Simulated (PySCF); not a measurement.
# B2H7NO2: electronic excitations and core binding energies

Wanted: the electronic excitations and core binding energies of B2H7NO2 (`[NH3+][BH2-]B(O)O`), by calculation.

Programs: PySCF 2.14.0, with density-fitted response routines of our own. Each step states its level of theory. These are calculated values for one molecule in the gas phase, unless marked as measured. Atoms are numbered from 0 throughout.

## 1. The starting structure

12 atoms, charge 0, multiplicity 1; geometry from: GFN2-xTB.

Bonds of the start (Å): N0–B1 1.66, B1–B2 1.70, B2–O3 1.38, B2–O4 1.38, N0–H5 1.01, N0–H6 1.01, N0–H7 1.01, B1–H8 1.20, B1–H9 1.20, O3–H10 0.96, O4–H11 0.95.

## 2. TDDFT and polarisability: CAM-B3LYP/def2-SVPD

Job settings and geometry (Å):

```
{"job": {"kind": "uv", "xc": "CAM-B3LYP", "basis": "def2-SVPD", "nstates": 8, "ntriplets": 3}, "charge": 0, "multiplicity": 1}
N     -1.569273     0.387213     0.214367
B     -0.377486    -0.125290    -0.817343
B      1.018965    -0.184113     0.145534
O      0.952617     0.338427     1.423955
O      2.271787    -0.666106    -0.174540
H     -1.125173     1.076651     0.810822
H     -2.363118     0.778543    -0.278401
H     -1.855969    -0.399846     0.782597
H     -0.332057     0.703384    -1.681350
H     -0.765025    -1.164558    -1.268407
H      1.799327     0.281321     1.871351
H      2.346603    -1.026311    -1.054613
```

Method: TDDFT CAM-B3LYP/def2-SVPD, vertical, gas phase, core orbitals frozen in the response.

Run with:

```console
$ OMP_NUM_THREADS=1 python probes_run.py task.json out
```

The driver reads the jobs from task.json and runs them one after another.

**Question.** This job is followed by: delta-SCF UKS SCAN, pcX-2 on the ionised atom, pcseg-1 elsewhere, spin-free X2C. Predict these results of the whole session: lowest singlet (CAM-B3LYP/def2-SVPD); brightest single state of those computed; lowest triplet; B1s binding energies, SCAN/pcX-2; N1s binding energies, SCAN/pcX-2; O1s binding energies, SCAN/pcX-2.

**Answer**, as computed:

```
                                quantity                        value
    lowest singlet (CAM-B3LYP/def2-SVPD)  6.20 eV (200 nm), f = 0.018
brightest single state of those computed  state 4, 7.29 eV, f = 0.034
                          lowest triplet                      5.99 eV
        B1s binding energies, SCAN/pcX-2      B2 195.91, B1 193.39 eV
        N1s binding energies, SCAN/pcX-2                 N0 407.64 eV
        O1s binding energies, SCAN/pcX-2                 O3 538.39 eV
```

The lowest singlet, at 6.20 eV, is HOMO→LUMO 0.95 and is weak; of the 8 states computed, the strongest absorption comes from state 4 at 7.29 eV. The lowest triplet lies 0.21 eV below the lowest singlet (triplets in Tamm-Dancoff, singlets in full TDDFT). The B1s levels kept as sound span 2.52 eV, from B1 (boron bonded to B, N, 2 H) up to B2 (boron bonded to B, 2 O).
